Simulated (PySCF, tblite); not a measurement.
**C₂H₅N₂Si radical: geometry, infrared bands and EPR parameters**

Aim: predict the infrared bands and EPR parameters of C₂H₅N₂Si radical (`[C]#C[SiH](N)N`).

The runs use tblite 0.8.0 and PySCF 2.14.0, with density-fitted response routines of our own; the level of theory stands in each step. All values are computed, except where a source is named. Atoms are numbered from 0 throughout.

### Step 1. The starting structure

10 atoms, charge 0, multiplicity 2; geometry from: force field or distance geometry start.

Bonds of the start (Å): C0–C1 1.20, C1–Si2 1.84, Si2–N3 1.78, Si2–N4 1.79, Si2–H5 1.45, N3–H6 1.03, N3–H7 1.05, N4–H8 1.05, N4–H9 1.03.

### Step 2. Optimising the geometry with GFN2-xTB

The job: settings as JSON, then the geometry in Å.

```
{"job": {"kind": "relax", "xc": "GFN2-xTB", "basis": "xTB"}, "charge": 0, "multiplicity": 2}
C     -0.668600     2.838000     0.177400
C     -0.381000     1.679500     0.280900
Si     0.066100    -0.095600     0.461700
N     -1.113900    -1.156700    -0.344100
N      1.628000    -0.415000    -0.360800
H      0.128900    -0.383800     1.877000
H     -1.735000    -0.661500    -1.007200
H     -1.636100    -1.763500     0.337400
H      1.430000    -0.355400    -1.388200
H      2.290400     0.318700    -0.056600
```

Started as:

```
$ OMP_NUM_THREADS=1 python probes_run.py task.json out
```

This one command runs all jobs of the session in turn.

**Question.** This job is followed by: GFN2-xTB harmonic vibrations, gas phase; UKS B3LYP, pcH-1 on C H N Si, non-relativistic, mean-field spin-orbit, GIAO. Predict these results of the whole session: strongest single infrared mode (GFN2-xTB); zero-point energy (GFN2-xTB); g(iso) (B3LYP); ⟨S²⟩; largest a(iso) (averaged by class); surface potential, 1st and 99th percentile.

**Answer**, as computed:

| quantity | value |
| --- | --- |
| strongest single infrared mode (GFN2-xTB) | 519 cm⁻¹, 309 km/mol |
| zero-point energy (GFN2-xTB) | 41.5 kcal/mol |
| g(iso) (B3LYP) | 2.00229 |
| ⟨S²⟩ | 0.768 (exact 0.75) |
| largest a(iso) (averaged by class) | 13C on C0, 811.2 MHz |
| surface potential, 1st and 99th percentile | -1.28 V and 1.84 V |

**Reading.** Relaxing lowered the energy by 0.360 eV in 78 steps; the close pair that moved most is Si2–N4, from 1.794 to 1.720 Å. No mode is imaginary among the 24: a minimum at this level. The strongest single mode, at 519 cm⁻¹, is spread over several atoms, H7, H6, N3 among them. GFN2-xTB is a fitted tight-binding method: band positions and strengths are rough. Its intensities can rank the bands wrongly. C0 carries the largest spin population, 1.08 e. The isotropic g lies 0.0 ppt below the free-electron value.
